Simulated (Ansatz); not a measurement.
# Si3C4: the cost of one run

Method: DFT PBE, scalar-relativistic, plane waves, PAW, unless a step names another level, in Ansatz 0.2.0.

9 further runs of the same task are left out: 9 set aside as unsound or not needed. Runs told in other sessions of the task aren't counted.

## 1. Plan

Pauling electronegativities: Si 1.90, C 2.55 (spread 0.65). No set of common oxidation states balances it. Tabulated atomic sizes suggest about 13 Å³/atom. 21 candidates were drawn, by swapping species into database cells of other compounds, at random by space group and Wyckoff sites, or by hand, as the table says:

| name | made from | space group no. | Wyckoff sites | atoms (primitive cell) | V (Å³/atom) |
| --- | --- | --- | --- | --- | --- |
| c01 | random | 166 | Si 9e; C 9d, 3a | 7 | 15.6 |
| c02 | database cell of Lu3S4 | 139 | Si 4d, 2b; C 4c, 4e | 7 | 12.7 |
| c03 | database cell of H3Pd4 | 166 | Si 6c, 3b; C 6c, 6c | 7 | 11.3 |
| c04 | random | 191 | Si 1a, 2e; C 4h | 7 | 16.2 |
| c05 | database cell of Ti3Cu4 | 139 | Si 2a, 4e; C 4e, 4e | 7 | 14.3 |
| c06 | database cell of Sn4As3 | 166 | Si 3a, 6c; C 6c, 6c | 7 | 13.0 |
| c07 | database cell of Nb3S4 | 164 | Si 2c, 1b; C 2d, 2d | 7 | 12.1 |
| c08 | database cell of Al4C3 | 160 | Si 3a, 3a, 3a; C 3a, 3a, 3a, 3a | 7 | 11.2 |
| c09 | random | 229 | Si 6b; C 8c | 7 | 16.1 |
| c10 | random | 123 | Si 2f, 1c; C 4i | 7 | 13.7 |
| c11 | random | 99 | Si 2c, 1b; C 4d | 7 | 14.5 |
| c12 | database cell of Ni3Se4 | 12 | Si 2a, 4i; C 4i, 4i | 7 | 11.2 |
| c13 | random | 166 | Si 3b, 6c; C 9d, 3a | 7 | 14.6 |
| c14 | random | 99 | Si 1a, 2c; C 4f | 7 | 14.7 |
| c15 | random | 115 | Si 2g, 1c; C 2g, 2e | 7 | 13.5 |
| c16 | random | 191 | Si 3f; C 2e, 2c | 7 | 15.8 |
| c17 | database cell of Cr3Te4 | 12 | Si 2c, 4i; C 4i, 4i | 7 | 14.2 |
| c18 | random | 12 | Si 4g, 2a; C 2b, 4e, 2c | 7 | 15.2 |
| c19 | database cell of Zr4Al3 | 191 | Si 3f; C 2e, 2d | 7 | 16.7 |
| c20 | random | 12 | Si 4g, 2a; C 4e, 4h | 7 | 16.5 |
| c21 | random | 6 | Si 1a, 2c; C 2c, 2c | 7 | 15.4 |

## 2. Screening run of c12

input.yaml

```yaml
crystal:
  lattice:
    - [5.2856807, -1.59239555, 0.0]
    - [5.2856807, 1.59239555, 0.0]
    - [-2.69572253, 0.0, 4.67159078]
  atoms:
    - { symbol: Si, position: [0.0, 0.0, 0.0] }
    - { symbol: Si, position: [0.74054456, 0.74054456, 0.72176176] }
    - { symbol: Si, position: [0.25945544, 0.25945544, 0.27823824] }
    - { symbol: C, position: [0.87934053, 0.87934053, 0.54356623] }
    - { symbol: C, position: [0.12065947, 0.12065947, 0.45643377] }
    - { symbol: C, position: [0.36504734, 0.36504734, 0.02374943] }
    - { symbol: C, position: [0.63495266, 0.63495266, 0.97625057] }
basis:
  ecutwfc: 420
kpoints:
  mp_grid: { grid: [5, 5, 4] }
hamiltonian:
  xc: pbe
scf:
  occupations: { method: gaussian, width: 0.2 }
  lower_state_search: "off"
output:
  forces: true
  stress: true
  eigenvalues: true
relax:
  adjacent_minimum: "off"
  f_tol: 0.08
  max_steps: 16
  cell: { stress_tol: 0.8 }
```

Command:

```bash
> ansatz run input.yaml --threads 1 --pin off --max-ram 2560MiB --backend cpu --events-out ev --progress --plain --runs-dir out
```

**Question.** How long does this run take on 1 thread of Intel Xeon Platinum 8259CL at 2.50GHz (Skylake/Cascade Lake), shared host, and how much memory does it need?

About 35 s, with a peak of 0.44 GiB.
